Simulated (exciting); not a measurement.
# InSb3 (Fm-3m) in exciting: reference runs

Aim: a first look at InSb3 with PBEsol, on the cell as given.

Program: exciting (release sodium). These are calculated values, not measurements. Logs are shortened: lines on timing, memory, paths and dates and some standing lists are left out, and cuts for length are marked.

### 1 The crystal as given

It takes space group Fm-3m (No. 225, cubic). Conventional cell: a = 7.589 Å, b = 7.589 Å, c = 7.589 Å, α = 90.00°, β = 90.00°, γ = 90.00°. Around Sb (site symmetry m-3m) lie 8 Sb at 3.29 Å. Sb (site symmetry -43m) is surrounded by 4 In at 3.29 Å and 4 Sb at 3.29 Å. Around In (site symmetry m-3m) lie 8 Sb at 3.29 Å.

The cell comes from a database or a generator and needn't be the stable form of this composition.

### 2 Single point, PBEsol

Input file input.xml:

```xml
<input>
  <title>InSb3</title>
  <structure speciespath="./" tshift="false">
    <crystal scale="1">
      <basevect>0.000000000000 7.170669714829 7.170669714829</basevect>
      <basevect>7.170669714829 0.000000000000 7.170669714829</basevect>
      <basevect>7.170669714829 7.170669714829 0.000000000000</basevect>
    </crystal>
    <species speciesfile="Sb.xml" rmt="2.3">
      <atom coord="0.500000000000 0.500000000000 0.500000000000"/>
      <atom coord="0.750000000000 0.750000000000 0.750000000000"/>
      <atom coord="0.250000000000 0.250000000000 0.250000000000"/>
    </species>
    <species speciesfile="In.xml" rmt="2.3">
      <atom coord="0.000000000000 0.000000000000 0.000000000000"/>
    </species>
  </structure>
  <groundstate do="fromscratch" ngridk="6 6 6" rgkmax="9" gmaxvr="14" lmaxapw="10" lmaxmat="10" lmaxvr="8" xctype="GGA_PBE_SOL" stype="Fermi Dirac" swidth="0.00183747" nempty="14" ValenceRelativity="iora*" epsengy="1e-05" epspot="1e-05" maxscl="60" tforce="true" outputlevel="normal"/>
  <properties>
    <chargedensityplot>
      <plot3d>
        <box grid="27 27 27">
          <origin coord="0 0 0"/>
          <point coord="1 0 0"/>
          <point coord="0 1 0"/>
          <point coord="0 0 1"/>
        </box>
      </plot3d>
    </chargedensityplot>
    <elfplot>
      <plot3d>
        <box grid="27 27 27">
          <origin coord="0 0 0"/>
          <point coord="1 0 0"/>
          <point coord="0 1 0"/>
          <point coord="0 0 1"/>
        </box>
      </plot3d>
    </elfplot>
    <exccplot>
      <plot3d>
        <box grid="27 27 27">
          <origin coord="0 0 0"/>
          <point coord="1 0 0"/>
          <point coord="0 1 0"/>
          <point coord="0 0 1"/>
        </box>
      </plot3d>
    </exccplot>
  </properties>
</input>
```

Potentials or basis: all-electron LAPW+lo, shipped species files, valence relativity iora*.

Launch:

```
> OMP_NUM_THREADS=1 exciting_smp
```

INFO.OUT:

```text
================================================================================
EXCITING SODIUM started
[... 10 lines left out ...]

 Lattice vectors (cartesian) :
      0.0000000000      7.1706697148      7.1706697148
      7.1706697148      0.0000000000      7.1706697148
      7.1706697148      7.1706697148      0.0000000000

 Reciprocal lattice vectors (cartesian) :
     -0.4381170488      0.4381170488      0.4381170488
      0.4381170488     -0.4381170488      0.4381170488
      0.4381170488      0.4381170488     -0.4381170488

 Unit cell volume                           :     737.4102211119
 Brillouin zone volume                      :       0.3363802214

 Species :    1 (Sb)
     parameters loaded from                 :    Sb.xml
     name                                   :    antimony
     nuclear charge                         :     -51.00000000
     electronic charge                      :      51.00000000
     atomic mass                            :  221954.90190000
     muffin-tin radius                      :       2.30000000
     # of radial points in muffin-tin       :     400

     atomic positions (lattice) :
       1 :   0.50000000  0.50000000  0.50000000
       2 :   0.75000000  0.75000000  0.75000000
       3 :   0.25000000  0.25000000  0.25000000

 Species :    2 (In)
     parameters loaded from                 :    In.xml
     name                                   :    indium
     nuclear charge                         :     -49.00000000
     electronic charge                      :      49.00000000
     atomic mass                            :  209300.41010000
     muffin-tin radius                      :       2.30000000
     # of radial points in muffin-tin       :     400

     atomic positions (lattice) :
       1 :   0.00000000  0.00000000  0.00000000

 Total number of atoms per unit cell        :       4

 Spin treatment                             :    spin-unpolarised

 Number of Bravais lattice symmetries       :      48
 Number of crystal symmetries               :      48

 k-point grid                               :       6    6    6
 Total number of k-points                   :      16
 k-point set is reduced with crystal symmetries

 R^MT_min * |G+k|_max (rgkmax)              :       9.00000000
 Species with R^MT_min                      :       1 (Sb)
 Maximum |G+k| for APW functions            :       3.91304348
 Maximum |G| for potential and density      :      14.00000000

 G-vector grid sizes                        :      48    48    48
 Total number of G-vectors                  :   34327

 Maximum angular momentum used for
     APW functions                          :      10
     computing H and O matrix elements      :      10
     potential and density                  :       8
     inner part of muffin-tin               :       2

 Total nuclear charge                       :    -202.00000000
 Total electronic charge                    :     202.00000000
 Total core charge                          :     138.00000000
 Total valence charge                       :      64.00000000

 Number of empty states                     :      14
 Total number of valence states             :      47

 Maximum Hamiltonian size                   :     813
 Maximum number of plane-waves              :     754
 Total number of local-orbitals             :      59

 Exchange-correlation type                  :      22
     PBEsol, Phys. Rev. Lett. 100, 136406 (2008)
     Generalised gradient approximation (GGA)

[... 20 lines left out ...]
+ SCF iteration number :    1                                                  +
++++++++++++++++++++++++++++++++++++++++++++++++++++++++++++++++++++++++++++++++
 Total energy                               :    -25314.03432446
 _______________________________________________________________
 Fermi energy                               :         0.27685739
 Kinetic energy                             :     26697.97737327
 Coulomb energy                             :    -51351.18515425
 Exchange energy                            :      -648.48217525
 Correlation energy                         :       -12.34436824

 DOS at Fermi energy (states/Ha/cell)       :        92.93976907

 Electron charges :
     core                                   :       138.00000000
     core leakage                           :         0.01214464
     valence                                :        64.00000000
     interstitial                           :        11.21239633
     charge in muffin-tin spheres :
                  atom     1    Sb          :        48.01626784
                  atom     2    Sb          :        48.09934484
                  atom     3    Sb          :        48.09934484
                  atom     4    In          :        46.57264614
     total charge in muffin-tins            :       190.78760367
     total charge                           :       202.00000000

++++++++++++++++++++++++++++++++++++++++++++++++++++++++++++++++++++++++++++++++
+ SCF iteration number :    2                                                  +
++++++++++++++++++++++++++++++++++++++++++++++++++++++++++++++++++++++++++++++++
 Total energy                               :    -25318.32958390
 _______________________________________________________________
 Fermi energy                               :         0.27420133
 Kinetic energy                             :     26695.20238104
 Coulomb energy                             :    -51352.62453239
 Exchange energy                            :      -648.56210943
 Correlation energy                         :       -12.34532312

 DOS at Fermi energy (states/Ha/cell)       :        98.08840821

 Electron charges :
     core                                   :       138.00000000
     core leakage                           :         0.01207029
     valence                                :        64.00000000
     interstitial                           :        11.18115536
     charge in muffin-tin spheres :
                  atom     1    Sb          :        48.04046724
                  atom     2    Sb          :        48.08604258
                  atom     3    Sb          :        48.08604258
                  atom     4    In          :        46.60629224
     total charge in muffin-tins            :       190.81884464
     total charge                           :       202.00000000
[... 378 lines left out ...]
++++++++++++++++++++++++++++++++++++++++++++++++++++++++++++++++++++++++++++++++
+ SCF iteration number :   15                                                  +
++++++++++++++++++++++++++++++++++++++++++++++++++++++++++++++++++++++++++++++++
 Total energy                               :    -25323.07118811
 _______________________________________________________________
 Fermi energy                               :         0.26666748
 Kinetic energy                             :     26691.21477348
 Coulomb energy                             :    -51353.31438248
 Exchange energy                            :      -648.62568734
 Correlation energy                         :       -12.34589177

 DOS at Fermi energy (states/Ha/cell)       :       103.36947729

 Electron charges :
     core                                   :       138.00000000
     core leakage                           :         0.01197045
     valence                                :        64.00000000
     interstitial                           :        11.13196897
     charge in muffin-tin spheres :
                  atom     1    Sb          :        48.05937804
                  atom     2    Sb          :        48.08759083
                  atom     3    Sb          :        48.08759083
                  atom     4    In          :        46.63347133
     total charge in muffin-tins            :       190.86803103
     total charge                           :       202.00000000

 RMS change in effective potential (target) :  0.242753E-08  ( 0.100000E-04)
 Absolute change in total energy   (target) :  0.249274E-05  ( 0.100000E-04)
 Charge distance                   (target) :  0.636111E-09  ( 0.100000E-04)
 Abs. change in max-nonIBS-force   (target) :   0.00000      ( 0.500000E-04)

++++++++++++++++++++++++++++++++++++++++++++++++++++++++++++++++++++++++++++++++
| Convergency criteria checked for the last 2 iterations                       +
| Convergence targets achieved. Performing final SCF iteration                 +
++++++++++++++++++++++++++++++++++++++++++++++++++++++++++++++++++++++++++++++++
 Total energy                               :    -25323.07118946
 _______________________________________________________________
 Fermi energy                               :         0.26666748
 Kinetic energy                             :     26691.21477309
 Coulomb energy                             :    -51353.31438338
 Exchange energy                            :      -648.62568739
 Correlation energy                         :       -12.34589177

 DOS at Fermi energy (states/Ha/cell)       :       103.36947463

 Electron charges :
     core                                   :       138.00000000
     core leakage                           :         0.01197045
     valence                                :        64.00000000
     interstitial                           :        11.13196898
     charge in muffin-tin spheres :
                  atom     1    Sb          :        48.05937803
                  atom     2    Sb          :        48.08759083
                  atom     3    Sb          :        48.08759083
                  atom     4    In          :        46.63347134
     total charge in muffin-tins            :       190.86803102
     total charge                           :       202.00000000

++++++++++++++++++++++++++++++++++++++++++++++++++++++++++++++++++++++++++++++++
+ Self-consistent loop stopped                                                 +
++++++++++++++++++++++++++++++++++++++++++++++++++++++++++++++++++++++++++++++++
 STATE.OUT is written

--------------------------------------------------------------------------------
- Writing atomic positions and forces                                          -
--------------------------------------------------------------------------------

 Atomic positions (lattice) :
 atom     1  Sb  :     0.50000000    0.50000000    0.50000000
 atom     2  Sb  :     0.75000000    0.75000000    0.75000000
 atom     3  Sb  :     0.25000000    0.25000000    0.25000000
 atom     4  In  :     0.00000000    0.00000000    0.00000000

 Total atomic forces including IBS (cartesian) :
 atom     1  Sb  :    -0.00000000    0.00000000    0.00000000
 atom     2  Sb  :     0.00000000   -0.00000000   -0.00000000
 atom     3  Sb  :     0.00000000    0.00000000    0.00000000
 atom     4  In  :    -0.00000000    0.00000000    0.00000000

 Atomic force components including IBS (cartesian) :
 atom     1  Sb  :     0.00000000   -0.00000000   -0.00000000   HF force
                 :    -0.00000000    0.00000000   -0.00000000   core correction
                 :    -0.00000000    0.00000000   -0.00000000   IBS correction
 atom     2  Sb  :     0.00000000   -0.00000000    0.00000000   HF force
                 :     0.00000000   -0.00000000    0.00000000   core correction
                 :     0.00000000   -0.00000000   -0.00000000   IBS correction
 atom     3  Sb  :    -0.00000000   -0.00000000    0.00000000   HF force
                 :    -0.00000000    0.00000000    0.00000000   core correction
                 :     0.00000000    0.00000000    0.00000000   IBS correction
 atom     4  In  :    -0.00000000    0.00000000   -0.00000000   HF force
                 :     0.00000000   -0.00000000    0.00000000   core correction
                 :    -0.00000000    0.00000000   -0.00000000   IBS correction

********************************************************************************
[... 7 lines left out ...]
| EXCITING SODIUM stopped                                                      =
================================================================================
```

Run time: 9.1 min. Hardware: 1 thread of Arm Neoverse V1, shared host; peak memory 0.24 GiB.

What came out:

| Item | Value |
| --- | --- |
| Free energy | -689075.9025 eV |
| Band gap on the k mesh | none (metal or under the smearing width) |
| All electrons inside the program's atomic spheres | Sb 48.06, 48.09; In 46.63 (radii Sb 2.3, In 2.3 bohr) |

Levels at points of the mesh, in eV from the Fermi level:
```tsv
k point	band 30	band 31	band 32	band 33	band 34	band 35
(0.00, 0.00, 0.00)	-2.50	-2.49	-2.49	-2.49	-0.81	-0.81
(0.50, 0.00, 0.00)	-2.71	-2.71	-0.36	-0.23	1.82	1.82
(0.50, 0.50, 0.00)	0.22	0.81	0.81	1.11	1.62	1.69
```

Caveat: the log's total energy holds no entropy term; the free energy is that total less TS from the occupations.
